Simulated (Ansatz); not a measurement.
This script drives Ansatz's Python interface.

`ch5alste.py`:
```python
'''Single point of CH5AlSTe.'''

import sys

import ansatz
import numpy as np

mol = (
    ansatz.Crystal.molecule()
    .atom('S', [0.3914, 0.6346, -2.1392])
    .atom('C', [1.0822, 0.3053, -0.5369])
    .atom('Al', [-0.0819, -1.0008, 0.4337])
    .atom('Te', [-2.4471, -0.39, 1.0163])
    .atom('H', [-0.7437, 1.3604, -1.5983])
    .atom('H', [1.1774, 1.2573, 0.0558])
    .atom('H', [2.1203, -0.1281, -0.6842])
    .atom('H', [0.5917, -2.4001, 0.8709])
    .atom('H', [-2.0017, 0.3151, 2.565])
)

model = (
    mol.calculation()
    .basis(gaussian='def2-SVP')
    .correlation('CCSD(T)')  # correlation on top of the mean field
    .forces()  # eV per angstrom
)
try:
    r = model.run().report
except ansatz.AnsatzError as error:
    sys.exit(f'{type(error).__name__}: {error}')

for key in ('converged', 'free_energy_ev', 'reference_energy_ev', 'n_frozen', 'n_occupied', 'n_virtual'):
    print(f'{key:22s} {r[key]}')

print('correlation energy', round(r['free_energy_ev'] - r['reference_energy_ev'], 5), 'eV')
cluster = r['correlation'].get('coupled_cluster')
if cluster:
    print('cycles', cluster['cycles'], ' T1 diagnostic', round(cluster['t1_diagnostic'], 4), ' largest double', round(cluster['largest_double'], 4))

state = r['mean_field']['state']
print(f'mean field: {state["energy"]["hartree"]:.7f} Ha, <S^2> = {abs(state["spin_squared"]):.4f}, stability: {state.get("stability", {}).get("kind")}')

symbols = [site.symbol for site in mol.cartesian_sites]
forces = np.array(r['forces_ev_ang'])
print('largest force', round(float(np.linalg.norm(forces, axis=1).max()), 4), 'eV/A, rms', round(float(np.sqrt((forces ** 2).mean())), 4))

charges = r['charge_distribution']
dipole = np.array(charges['dipole_moment_e_ang']) * 4.803205
print('dipole (D): {:.3f} {:.3f} {:.3f}, length {:.3f}'.format(*dipole, np.linalg.norm(dipole)))
print('atom  Mulliken   Lowdin')
for symbol, m, l in zip(symbols, charges['mulliken_charges_e'], charges['lowdin_charges_e']):
    print(f'{symbol:4s} {m:9.3f} {l:8.3f}')
```

It is started by `python ch5alste.py`. Estimate its wall time and peak memory on 1 thread of Intel(R) Xeon(R) Platinum 8488C (Sapphire Rapids), on a shared host.

It took about 73 s, with a peak of 0.66 GiB, for 1 run of the engine.

Output of `python ch5alste.py`:
```text
converged              True
free_energy_ev         -25783.36052762415
reference_energy_ev    -25768.957538549774
n_frozen               15
n_occupied             [17, 17]
n_virtual              [69, 69]
correlation energy -14.40299 eV
cycles 12  T1 diagnostic 0.0101  largest double 0.0411
mean field: -946.9917227 Ha, <S^2> = 0.0000, stability: minimum
largest force 2.689 eV/A, rms 0.9516
dipole (D): 0.619 0.531 0.877, length 1.198
atom  Mulliken   Lowdin
S       -0.074    0.257
C       -0.458   -0.327
Al       0.729    0.135
Te      -0.278    0.061
H        0.072   -0.000
H        0.084    0.004
H        0.094    0.015
H       -0.185   -0.139
H        0.016   -0.004
```

Total energies depend on the basis set; only differences at equal settings carry meaning. The geometry is a force-field or estimated start, not a minimum of this method, and the basis set is short of its limit. def2 sets replace the cores of elements past krypton by effective core potentials. The Löwdin charges here are taken after orthogonalising the functions within each atom; they differ from plain Löwdin charges, and their signs can be unphysical. Inner cores stay frozen; a filled d shell under the valence of the heavier atoms is correlated with it. S² is that of the Hartree-Fock reference.

(A comment or docstring line of the script was reworded after the run, the code is as it ran; lines on the test bed's own set-up are left out of the output.)
